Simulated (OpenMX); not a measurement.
The system is GaGe.

```
Ge Ga
1.0
     0.00000    2.89784    2.89784
     2.89784    0.00000    2.89784
     2.89784    2.89784    0.00000
Ge Ga
1 1
Direct
  0.00000 0.00000 0.00000
  0.25000 0.25000 0.25000
```

The cell comes from a database or a generator and needn't be the stable form of this composition.

Base run:

| Property | Result |
| --- | --- |
| Program | OpenMX 3.8.5 |
| Functional | PBE |
| Potentials or basis | OpenMX 2013 PBE set, Ge7.0-s3p2d2f1, Ga7.0-s3p2d2f1, grid cutoff 500 Ry |
| k mesh | 7 × 7 × 7 |
| Occupations | fermi-dirac, width 0.05 eV |
| Spin | no spin polarisation |

Its results: pressure 1.4 GPa.

Q: The run is repeated on the same cell with these changes: potentials or basis from OpenMX 2013 PBE set, Ge7.0-s3p2d2f1, Ga7.0-s3p2d2f1, grid cutoff 500 Ry to OpenMX 2013 PBE set, Ge7.0-s2p2d1, Ga7.0-s2p2d1, grid cutoff 500 Ry. What comes out?

A: Pressure 2.8 GPa.

Caveats: the basis of atomic orbitals isn't converged, which shifts pressures, moduli and gaps.
